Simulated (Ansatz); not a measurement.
# C2H12N4Si: the cost of one run

Method: RKS CAM-B3LYP-D4/STO-3G, in Ansatz 0.2.0.

### 1 The starting structure

Bond lengths (14 of 18 bonds, heavy atoms first): Si1–N2 1.820 Å, N2–C3 1.470 Å, N2–C7 1.470 Å, Si1–N11 1.820 Å, Si1–N14 1.819 Å, Si1–N17 1.819 Å, C3–H4 1.110 Å, C3–H5 1.110 Å, C3–H6 1.110 Å, C7–H8 1.110 Å, C7–H9 1.110 Å, C7–H10 1.110 Å, N11–H12 1.060 Å, N11–H13 1.060 Å. Angles (14 of 30 angles, heavy atoms first): Si1–N2–C3 120.0°, Si1–N2–C7 120.0°, C3–N2–C7 120.0°, N2–Si1–N11 109.5°, N2–Si1–N14 109.5°, N2–Si1–N17 109.5°, N11–Si1–N14 109.5°, N11–Si1–N17 109.5°, N14–Si1–N17 109.5°, N2–C3–H4 109.5°, N2–C3–H5 109.5°, N2–C3–H6 109.5°, N2–C7–H8 109.5°, N2–C7–H9 109.5°.

Its coordinates follow in the input file.

### 2 Preparing the start

Input file input.yaml:

```yaml
crystal:
  periodic: [false, false, false]
  atoms:
    - { symbol: Si, position_ang: [0.0, 0.0, 0.0] }
    - { symbol: "N", position_ang: [0.0, 0.0, 1.82] }
    - { symbol: C, position_ang: [-1.2162, -0.3762, 2.555] }
    - { symbol: H, position_ang: [-1.8642, -0.9999, 1.9045] }
    - { symbol: H, position_ang: [-0.9378, -0.9533, 3.4614] }
    - { symbol: H, position_ang: [-1.7663, 0.5401, 2.8549] }
    - { symbol: C, position_ang: [1.2162, 0.3762, 2.555] }
    - { symbol: H, position_ang: [1.4641, -0.4163, 3.2916] }
    - { symbol: H, position_ang: [2.0585, 0.4943, 1.8418] }
    - { symbol: H, position_ang: [1.0457, 1.3351, 3.0874] }
    - { symbol: "N", position_ang: [1.7163, 0.0, -0.6061] }
    - { symbol: H, position_ang: [2.2145, -0.918, -0.7868] }
    - { symbol: H, position_ang: [2.2175, 0.918, -0.7783] }
    - { symbol: "N", position_ang: [-0.8572, 1.4851, -0.6061] }
    - { symbol: H, position_ang: [-1.8773, 1.43, -0.8888] }
    - { symbol: H, position_ang: [-0.3367, 2.4058, -0.6766] }
    - { symbol: "N", position_ang: [-0.8572, -1.4851, -0.6061] }
    - { symbol: H, position_ang: [-1.3922, -2.1014, 0.0704] }
    - { symbol: H, position_ang: [-0.8219, -1.7344, -1.6357] }
basis:
  gaussian: { orbitals: STO-3G }
hamiltonian:
  xc: cam_b3lyp
  dispersion: d4
relax:
  f_tol: 0.02
  max_steps: 40
```

The run is started by

```bash
$ ansatz run input.yaml --threads 1 --pin off --max-ram 2048MiB --backend cpu --events-out ev --progress --plain --runs-dir out
```

What time and memory should one allow on 1 thread of Intel Xeon 6975P-C (Granite Rapids), shared host?

About 47 s, with a peak of 0.18 GiB.
